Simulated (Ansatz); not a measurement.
# AlH5O2SeSi: a ladder of functionals and wavefunction methods

How much do the methods differ for AlH5O2SeSi? The plan is to run it at one geometry with functionals of several rungs and with coupled cluster. The yardstick is the atomisation energy at the CCSD(T) limit.

Program: Ansatz 0.2.0, Gaussian basis. Level of theory: functionals in def2-TZVPP, the program's frozen cores in correlated methods. These are calculated values, not measurements.

Plan: LDA (SPW92), PBE-D4, revPBE-D4, BLYP-D4, r2SCAN-D4, B97M-V, PBE0-D4, B3LYP-D4, r2SCANh-D4, r2SCAN0-D4, HSE06-D4, BHLYP-D4, CAM-B3LYP-D4, LC-ωPBE, ωB97X-V, ωB97M-V, B2PLYP, PBE-QIDH; CCSD(T)/def2-SVP; CCSD(T)/def2-TZVPP; MP2/def2-QZVPP; extrapolation to the limit; RPA on PBE.

**1. The geometry**

The geometry comes from an earlier relaxation with PBE0-D4 in a triple-zeta def2 set; it is a stationary point, not always the lowest conformer.

10 atoms, charge 0, spin multiplicity 1.

Atoms are counted from 1 here; the program's logs count them from 0.

Bond lengths: O1–Si2 1.643 Å, O1–H6 0.959 Å, Si2–O3 1.628 Å, Si2–Al4 2.411 Å, Si2–Se5 2.579 Å, O3–H7 0.961 Å, Al4–Se5 2.585 Å, Al4–H8 1.581 Å, Al4–H9 1.587 Å, Se5–H10 1.469 Å. Angles: Si2–O1–H6 117.2°, O1–Si2–O3 106.1°, O1–Si2–Al4 129.1°, O1–Si2–Se5 105.9°, O3–Si2–Al4 124.8°, O3–Si2–Se5 104.3°, Al4–Si2–Se5 62.3°, Si2–O3–H7 118.0°, Si2–Al4–Se5 62.1°, Si2–Al4–H8 116.8°, Si2–Al4–H9 113.7°, Se5–Al4–H8 109.5°, Se5–Al4–H9 108.3°, H8–Al4–H9 126.6°, Si2–Se5–Al4 55.6°, Si2–Se5–H10 91.9°, Al4–Se5–H10 91.6°.

As a file:

```xyz
10

O     0.7480    1.7240    0.7693
Si    0.6722    0.1072    0.4877
O     2.2131   -0.4024    0.3588
Al   -1.2673   -1.2963    0.2057
Se   -0.2840   -0.1520   -1.8940
H    -0.0620    2.1609    1.0400
H     2.8740    0.2280    0.0599
H    -1.0144   -2.8552    0.1239
H    -2.6340   -0.5780    0.5720
H    -1.1627    1.0126   -1.7202
```

**2. LDA**

This LDA is Slater exchange with PW92 correlation.

File in.yaml:

```yaml
crystal:
  periodic: [false, false, false]
  atoms:
    - {symbol: O, position_ang: [0.748050, 1.723980, 0.769307]}
    - {symbol: Si, position_ang: [0.672235, 0.107161, 0.487657]}
    - {symbol: O, position_ang: [2.213140, -0.402359, 0.358785]}
    - {symbol: Al, position_ang: [-1.267261, -1.296327, 0.205666]}
    - {symbol: Se, position_ang: [-0.284001, -0.152048, -1.893989]}
    - {symbol: H, position_ang: [-0.062027, 2.160880, 1.040023]}
    - {symbol: H, position_ang: [2.873999, 0.227986, 0.059925]}
    - {symbol: H, position_ang: [-1.014374, -2.855153, 0.123854]}
    - {symbol: H, position_ang: [-2.633957, -0.577997, 0.572014]}
    - {symbol: H, position_ang: [-1.162703, 1.012578, -1.720244]}
basis:
  gaussian: {orbitals: def2-TZVPP}
hamiltonian: {xc: lda}
output: {orbitals: {seedname: orbitals}}
```

Run with:

```sh
$ ansatz run in.yaml --threads 4 --pin off --events-out ev --progress --plain --max-ram 10444MiB
```

Further steps of the session: PBE-D4 (GGA); revPBE-D4 (GGA); BLYP-D4 (GGA); r2SCAN-D4 (meta-GGA); B97M-V (meta-GGA); B3LYP-D4 (hybrid); r2SCANh-D4 (hybrid); r2SCAN0-D4 (hybrid); HSE06-D4 (hybrid); BHLYP-D4 (hybrid); CAM-B3LYP-D4 (range-separated); LC-ωPBE (range-separated); ωB97X-V (range-separated); ωB97M-V (range-separated); B2PLYP (double hybrid); PBE-QIDH (double hybrid); CCSD(T) in def2-SVP; CCSD(T) in def2-TZVPP; MP2 in def2-QZVPP; RPA on PBE orbitals.

Q: Predict the results of all the runs planned. Wanted: atomisation energy, CCSD(T)/CBS; farthest beyond LDA; mean size of error, GGA; mean size of error, meta-GGA; mean size of error, hybrid; mean size of error, range-separated; mean size of error, double hybrid; gap, smallest and largest; T1 diagnostic.

**Answer**, as computed:

| quantity | value |
| --- | --- |
| atomisation energy, CCSD(T)/CBS | 3270.9 kJ/mol |
| functionals within 32.7 kJ/mol (1.0 %) | PBE-D4, r2SCAN-D4, B97M-V, ωB97X-V, ωB97M-V |
| farthest beyond LDA | BHLYP-D4 (-153.3 kJ/mol) |
| mean size of error, GGA | 44.3 kJ/mol |
| mean size of error, meta-GGA | 5.7 kJ/mol |
| mean size of error, hybrid | 74.9 kJ/mol |
| mean size of error, range-separated | 36.9 kJ/mol |
| mean size of error, double hybrid | 82.3 kJ/mol |
| gap, smallest and largest | 4.29 eV (LDA (SPW92)), 10.69 eV (LC-ωPBE) |
| T1 diagnostic | 0.0116 |
| triples share of the correlation energy | 3.6 % |

**Reading.** The LDA atomisation energy is off by 460.4 kJ/mol (14 %): it overbinds. PBE-D4 is off by +4.4 kJ/mol. Double hybrids carry the basis error of their MP2 part in triple zeta, and no dispersion term here, so their miss is partly the set-up's. By mean error the best rung here is meta-GGA (5.7 kJ/mol) and the worst beyond LDA is double hybrid (82.3 kJ/mol). Misses under about 32.7 kJ/mol are within the doubt on the reference itself, which lacks core-valence correlation, relativity and higher excitations, and its outer-core shells are covered unevenly. All levels share the lack of spin-orbit coupling, which lowers the free heavy atoms and so the true binding. Hartree-Fock recovers 69 % of the binding; the rest is correlation. CCSD(T) in def2-SVP is off by -313.1 kJ/mol, more than most functionals: a good method in a small basis is no reference. The gap grows from 4.3 to 10.7 eV across the functionals, mostly with the share of exact exchange. Correlated methods include outer-core shells of Se, which these sets cover unevenly.
